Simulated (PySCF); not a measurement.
# C3H9ClGeSi: the cost of one run

The runs use PySCF 2.14.0, with density-fitted response routines of our own; the level of theory stands in each step. All values are computed, except where a source is named. Atoms are numbered from 0 throughout.

### 1 Starting geometry

15 atoms, charge 0, multiplicity 1; geometry from: GFN2-xTB.

Bonds of the start (Å): Si0–Ge1 2.37, Ge1–Cl2 2.14, Ge1–C3 1.98, C3–C4 1.50, C4–C5 1.49, C5–C3 1.50, Si0–H6 1.46, Si0–H7 1.46, Si0–H8 1.46, Ge1–H9 1.54, C3–H10 1.08, C4–H11 1.08, C4–H12 1.08, C5–H13 1.08, C5–H14 1.08.

### 2 Excited states and response: CAM-B3LYP/def2-SVPD

What the job is given:

```
{"job": {"kind": "uv", "xc": "CAM-B3LYP", "basis": "def2-SVPD", "nstates": 8, "ntriplets": 3}, "charge": 0, "multiplicity": 1}
Si     2.343966     0.233228     0.376917
Ge     0.680883    -0.833712    -0.928486
Cl     0.636285    -2.941864    -0.591671
C     -1.169628    -0.215694    -0.597333
C     -1.664551    -0.129511     0.818311
C     -1.409567     1.119794     0.047308
H      3.673059    -0.276499     0.046378
H      2.086932     0.015136     1.801344
H      2.312878     1.671889     0.112703
H      0.885568    -0.744327    -2.453893
H     -1.904652    -0.521631    -1.334033
H     -0.979331    -0.381520     1.616970
H     -2.686573    -0.410736     1.025459
H     -2.256631     1.702588    -0.284798
H     -0.553052     1.720849     0.322913
```

With the program's defaults for keys left out, this is: TDDFT CAM-B3LYP/def2-SVPD, vertical, gas phase, core orbitals frozen in the response.

Launch:

```console
> OMP_NUM_THREADS=1 python probes_run.py task.json out
```

This one command runs all jobs of the session in turn.

Q: Estimate the wall time and peak memory of this job on 1 thread of Intel Xeon Platinum 8488C, shared host.

About 54 s, with a peak of 1 GiB.
